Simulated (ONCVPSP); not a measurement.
# Li: generating and testing an ONCV potential

Aim: build the potential from the settings below, then test how well it stands in for the atom: other configurations, scattering, ghost states and the plane-wave cutoff that it needs.

The numbers are computed with ONCVPSP 4.0.1 (PBEsol, non-relativistic, spin-unpolarised reference atom).

## 1. Starting point

The settings as typed:

```json
{
  "element": "lithium (Li, Z = 3)",
  "type": "optimised norm-conserving Vanderbilt (ONCV)",
  "frozen core": "none",
  "valence charge": "3",
  "reference configuration": "1s2 2s1",
  "partial waves": "1s+2s: rc 1.20 bohr, ncon 3, nbas 7, qcut 10.1 1/bohr, 2 projectors; p scattering state at 0.34 Ha: rc 1.15 bohr, ncon 3, nbas 6, qcut 8.3 1/bohr, 2 projectors, debl 2.3 Ha; d scattering state at 0.19 Ha: rc 1.30 bohr, ncon 4, nbas 9, qcut 7.4 1/bohr, 1 projector",
  "local potential": "polynomial inside 1.00 bohr (lpopt 5, dvloc0 0 Ha)",
  "core correction": "not asked for"
}
```

The nodes and maxima of the atom's own shells, from an earlier all-electron run, set the scale for the radii.

All-electron outer shells of the reference configuration (PBEsol, non-relativistic, ld1.x):

| shell | level (eV) | outermost node (bohr) | outermost maximum (bohr) |
| --- | --- | --- | --- |
| 1s | -51.37 | – | 0.36 |
| 2s | -2.82 | 0.84 | 3.16 |
| 2p | -1.06 | – | 3.91 |

## 2. Generating the potential

Li.dat reads:

```
# ATOM AND REFERENCE CONFIGURATION
# atsym  z   nc   nv     iexc    psfile
  Li 3.00    0    2  -116133      upf
#
#   n    l    f
    1    0    2.00
    2    0    1.00
#
# PSEUDOPOTENTIAL AND OPTIMIZATION
# lmax
    2
#
#   l,   rc,      ep,       ncon, nbas, qcut
    0    1.20    0.00    3    7   10.10
    1    1.15    0.34    3    6    8.30
    2    1.30    0.19    4    9    7.40
#
# LOCAL POTENTIAL
# lloc, lpopt,  rc(5),   dvloc0
    4    5    1.00    0.00
#
# VANDERBILT-KLEINMAN-BYLANDER PROJECTORs
# l, nproj, debl
    0    2    0.60
    1    2    2.30
    2    1    3.00
#
# MODEL CORE CHARGE
# icmod, fcfact, rcfact
    0    0.00    0.00
#
# LOG DERIVATIVE ANALYSIS
# epsh1, epsh2, depsh
   -3.00    5.00    0.02
#
# OUTPUT GRID
# rlmax, drl
    6.00    0.01
#
# TEST CONFIGURATIONS
# ncnf
    4
# nvcnf
#   n    l    f
    2
    1    0    2.00
    2    0    0.00
#
    2
    1    0    2.00
    2    0    0.50
#
    3
    1    0    2.00
    2    0    0.00
    2    1    1.00
#
    2
    1    0    1.00
    2    0    1.00
#
```

Launch:

```console
$ oncvpspnr.x < Li.dat > Li.out
```

**Question.** What will these runs give? Wanted: cutoffs for 1 and 0.1 mHa per electron, occupied waves; bound ghosts; GHOST(+) flags; largest test error; largest phase difference near zero energy, channels read.

The runs gave:

```
                                                quantity                   value
  cutoffs for 1 and 0.1 mHa per electron, occupied waves         35 Ha and 41 Ha
                                            bound ghosts              none found
                                          GHOST(+) flags      none at low energy
                            largest test error (AE − PS)  +1080 meV, for 1s1 2s1
largest phase difference near zero energy, channels read               0.000 rad
```

**Reading.** By total energies transferability is poor: the largest error is 1080 meV on 67.8 eV, for 1s1 2s1. That test lies far up in energy; among those under 40 eV, nearer to bonding, the largest error is 0.5 meV. By its cutoff, 35 Ha for the looser tolerance, it is of middling hardness. At the looser tolerance the 1s wave is the slowest; 2s needs 25 Ha. It is free of bound ghosts as far as tested. Near zero energy the phases of the channels with partial waves agree within 0.001 rad.
